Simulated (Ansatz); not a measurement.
Consider the interaction energy of a dimer with the counterpoise correction of OSi (Ansatz's Python interface).

The script, `osi.py`:
```python
"""Interaction energy of two OSi molecules, with the counterpoise correction."""

import ansatz as az

FIRST = [
    ("O", (-0.6519, 0.2355, -0.3296)),
    ("Si", (0.6519, -0.2355, 0.3296)),
]
SECOND = [
    ("O", (-2.1747, -3.6428, 1.1674)),
    ("Si", (-2.0229, -2.2698, 0.498)),
]

def energy(atoms, ghosts=()):
    molecule = az.Crystal.molecule()
    for symbol, xyz in atoms:
        molecule = molecule.atom(symbol, xyz)
    calc = (
        molecule.calculation()
        .basis(gaussian="def2-SVP")
        .functional("b3lyp")
    )
    deck = calc.input()
    if ghosts:
        deck = deck.set(az.key.basis.gaussian.ghost_atoms, [{"symbol": s, "position_ang": list(xyz)} for s, xyz in ghosts])
    return az.Session.from_dict(deck).plan().execute().report["free_energy_ev"]


def main() -> None:
    # monomers in their own basis and in the basis of the dimer
    both = energy(FIRST + SECOND)
    alone = energy(FIRST) + energy(SECOND)
    ghosted = energy(FIRST, SECOND) + energy(SECOND, FIRST)
    print(f"dimer {both:.6f} eV")
    print(f"interaction, uncorrected   {23.060548 * (both - alone):8.3f} kcal/mol")
    print(f"interaction, counterpoise  {23.060548 * (both - ghosted):8.3f} kcal/mol")
    print(f"basis-set superposition    {23.060548 * (alone - ghosted):8.3f} kcal/mol")


if __name__ == "__main__":
    main()
```

How large is the interaction at this pose, and how much of it is basis-set superposition?

Uncorrected it is 4.314 kcal/mol, with the counterpoise correction 5.845 kcal/mol; the difference, 1.53 kcal/mol, is the superposition error. In this basis both values are repulsive.

The output:

`python osi.py` gives:
```text
dimer -19841.434097 eV
interaction, uncorrected      4.314 kcal/mol
interaction, counterpoise     5.845 kcal/mol
basis-set superposition       1.531 kcal/mol
```

Reading the output:
- The settings weren't tested for convergence.
- The dimer is a generated trial pose of unrelaxed monomers, not a minimum, so the figure is no binding energy, and the basis set is small.
- b3lyp holds the VWN-RPA fit, as in Gaussian; the form of ORCA and Turbomole is b3lyp5.
- This level lacks the dispersion part of the attraction (electrostatics and induction are there), which can decide the sign where the interaction is weak.
- Hardware and time: 3.7 s on 1 thread of Intel(R) Xeon(R) Processor @ 2.30GHz (shared host), peak memory 0.21 GiB.
